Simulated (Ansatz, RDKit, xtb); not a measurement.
# C3H9FGe2: which of the isomers drawn lies lowest?

A sample of isomers of C3H9FGe2 is drawn. Aim: find which of them has the lowest free energy at 298.15 K, then its properties. The sample is small against all isomers, and the most stable one of this formula need not be in it.

Plan: many cheap relaxations first (GFN2-xTB), then density-functional screening, relaxation at r2SCAN-D4/def2-SVP, vibrations (at GFN2-xTB) and a final energy. The numbers are computed, not measured.

**1. Candidates**

Isomers were taken from a list of plausible structures; this is a sample, not all of them. That gives 7 candidates.

```tsv
label	SMILES	spin
c012	C=[C]([GeH3])[GeH2][CH2]F	singlet
c124	F[C]1([GeH2][GeH3])CC1	singlet
c164	C=C[C](F)([GeH3])[GeH3]	singlet
c342	C=[CH][GeH2][CH2][GeH2][F]	singlet
c370	FCC=[C]([GeH3])[GeH3]	singlet
c740	F[C@@H]1[CH2][GeH2][C@H]1[GeH3]	singlet
c932	FC1[CH2][GeH2][GeH2][CH2]1	singlet
```

Candidates are built by distance geometry, with a force field where one applies, in up to four conformers (letters a to d).

Q: Predict the outcome of this search (final energies at CCSD(T)/def2-SVP + MP2/def2-TZVPP - MP2/def2-SVP).

| quantity | value |
| --- | --- |
| lowest structure found | C=[CH][GeH2][CH2][GeH2][F], singlet |
| next finalist | FC1[CH2][GeH2][GeH2][CH2]1, singlet, 10.1 kcal/mol higher in G |
| share at equilibrium, among the finalists | 100.0 % |

The search ends on `C=[CH][GeH2][CH2][GeH2][F]`. The margin of 10.1 kcal/mol over the next finalist is beyond the usual error of the last level; it says nothing of structures that weren't ranked. HF/def2-SVP and MP2/def2-SVP already put its bonding pattern lowest among the structures in one piece; GFN2-xTB, r2SCAN-D4/def2-SVP and r2SCAN-D4/def2-SVP, relaxed favour the singlet FC1[CH2][GeH2][GeH2][CH2]1; HF/STO-3G favours the singlet FC1[CH2][GeH2][GeH2][CH2]1 (c932a, not a finalist). 2 minima inside the window were never screened. Lowest found is not proven lowest: the search is finite, and each finalist counts with one conformer. Only 7 drawn patterns were tried, so whole families of isomers are missing, and the result ranks this sample alone. The lowest isomer need not be the one that is made and kept in a bottle, which depends on barriers.
